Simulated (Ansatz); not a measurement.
Runs of Ansatz 0.2.0 on GeCN2. The structure is trigonal, space group R-3m (No. 166). The conventional cell has a = 3.588 Å, b = 3.588 Å, c = 14.766 Å, α = 90.00°, β = 90.00°, γ = 120.00°. Ge (site symmetry -3m) has 6 N at 2.40 Å as nearest neighbours. Around N (site symmetry 3m) lie 1 C at 1.24 Å. C (site symmetry -3m) is surrounded by 2 N at 1.24 Å. The cell comes from a database or a generator and needn't be the stable form of this composition.

```csv
task,level,cutoff (eV),points for each segment of the path,gap on the mesh (eV),pressure (GPa),V0 of scaled cells (Å³/atom),B0 (GPa),largest force (eV/Å)
band structure,r2SCAN,500,14,(b),-3.2,-,-,0.50
equation of state,r2SCAN,500,-,-,-,13.39,140,-
equation of state,PBEsol,420,-,-,-,13.38,138,-
equation of state,LDA,420,-,-,-,(d),146,-
band structure,LDA,420,14,(a),-6.7,-,-,0.33
band structure,PBEsol,420,14,1.00,-3.3,-,-,(c)
```

Alike in all rows: potentials or basis Ansatz PAW; no spin polarisation; cell as given; k mesh 9 × 9 × 9; smearing fermi-dirac 0.05 eV.

Task: Fill in the values left out.

Result: (a) 0.97; (b) 1.20; (c) 0.07; (d) 13.04.

Caveats: the PAW data sets come from PBE, with cores solved anew for the run's functional, which leaves a small shift of forces and pressure (some runs); the cell was scaled at fixed shape and fractional positions, which overstates the stiffness of a crystal with free parameters, most of all of layers and chains (some runs); the k mesh misses the band edges, so the gap on the mesh is wider than the one along the path (some runs); the PAW data sets were made with another functional, which shifts forces and pressure a little (some runs).

A k mesh can miss the band edges, and the runs leave out spin-orbit coupling on Ge.

Runs at the PBE level aren't shown here.
